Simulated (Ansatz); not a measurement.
**C₂H₂FI: vertical ionisation energy**

An exercise on one series of results from a longer session: the logs are not shown, and one member is left open.

Program: Ansatz 0.2.0, Gaussian basis. Level of theory: unrestricted cation, the program's frozen cores in correlated methods. These are calculated values, not measurements.

Plan: UKS PBE-D4/def2-TZVPP; UKS r2SCAN-D4/def2-TZVPP; UKS PBE0-D4/def2-TZVPP; UKS B3LYP-D4/def2-TZVPP; UKS wB97X-V/def2-TZVPP; UKS wB97M-V/def2-TZVPP; UKS B2PLYP/def2-TZVPP; UHF-CCSD(T)/def2-TZVPP; UHF-CCSD(T)/def2-QZVPP; extrapolation to the limit; then −ε(HOMO) from the neutral's earlier runs with LDA (SPW92), PBE-D4, revPBE-D4, BLYP-D4, r2SCAN-D4, B97M-V, PBE0-D4, B3LYP-D4, r2SCANh-D4, r2SCAN0-D4, HSE06-D4, BHLYP-D4, CAM-B3LYP-D4, LC-ωPBE, ωB97X-V, ωB97M-V.

### Structure used throughout

All runs share one geometry, relaxed beforehand with PBE0-D4 in a triple-zeta def2 set. I takes the def2 core potential; no spin-orbit term is included.

SMILES `F/C=C/I`, 6 atoms, charge 0, spin multiplicity 1.

Atoms are counted from 1 here; the program's logs count them from 0.

Bond lengths: F1–C2 1.335 Å, C2–C3 1.319 Å, C2–H5 1.083 Å, C3–I4 2.065 Å, C3–H6 1.081 Å. Angles: F1–C2–C3 120.9°, F1–C2–H5 113.0°, C3–C2–H5 126.1°, C2–C3–I4 121.4°, C2–C3–H6 122.4°, I4–C3–H6 116.2°.

The first run:

in.yaml reads:

```yaml
crystal:
  periodic: [false, false, false]
  atoms:
    - {symbol: F, position_ang: [-1.188740, -0.521233, -1.354174]}
    - {symbol: C, position_ang: [-0.660486, -0.236633, -0.162140]}
    - {symbol: C, position_ang: [0.590104, 0.168795, -0.054109]}
    - {symbol: I, position_ang: [1.422761, 0.613162, 1.782080]}
    - {symbol: H, position_ang: [-1.358630, -0.376256, 0.654487]}
    - {symbol: H, position_ang: [1.236989, 0.288166, -0.912246]}
basis:
  gaussian: {orbitals: def2-TZVPP}
total_charge: 1
magnetization: {spin_polarized: true, initial_magnetization: 1}
hamiltonian: {xc: pbe, dispersion: d4}
```

On the command line:

```bash
$ ansatz run in.yaml --threads 2 --pin off --events-out ev --progress --plain --max-ram 32768MiB --backend cpu
```

Among the steps run: Cation, UKS PBE-D4/def2-TZVPP; Cation, UKS r2SCAN-D4/def2-TZVPP; Cation, UKS PBE0-D4/def2-TZVPP; Cation, UKS B3LYP-D4/def2-TZVPP; Cation, UKS wB97X-V/def2-TZVPP; Cation, UKS wB97M-V/def2-TZVPP; Cation, UKS B2PLYP (frozen core)/def2-TZVPP; Cation, UHF-CCSD(T)/def2-TZVPP; Cation, UHF-CCSD(T)/def2-QZVPP.

One of the session's tables, all rows but one given; the rest of the session is left out.

It belongs to the step «Ionisation energies side by side». Orbital estimates, from the neutral's runs:

| functional | −ε(HOMO) (eV) |
| --- | --- |
| LDA (SPW92) | 6.13 |
| PBE-D4 | 5.94 |
| revPBE-D4 | 5.88 |
| BLYP-D4 | 5.78 |
| r2SCAN-D4 | 6.18 |
| B97M-V | 6.19 |
| PBE0-D4 | 7.07 |
| B3LYP-D4 | 6.85 |
| r2SCANh-D4 | 6.60 |
| r2SCAN0-D4 | 7.23 |
| HSE06-D4 | 6.68 |
| BHLYP-D4 | 8.04 |
| CAM-B3LYP-D4 | 8.33 |
| LC-ωPBE | 9.64 |
| ωB97X-V | 9.29 |
| ωB97M-V | ? |

Estimate the missing values for ωB97M-V.

**Answer.** −ε(HOMO) (eV): 9.18. In the column «−ε(HOMO) (eV)» it lies between CAM-B3LYP-D4 (8.33) and ωB97X-V (9.29).
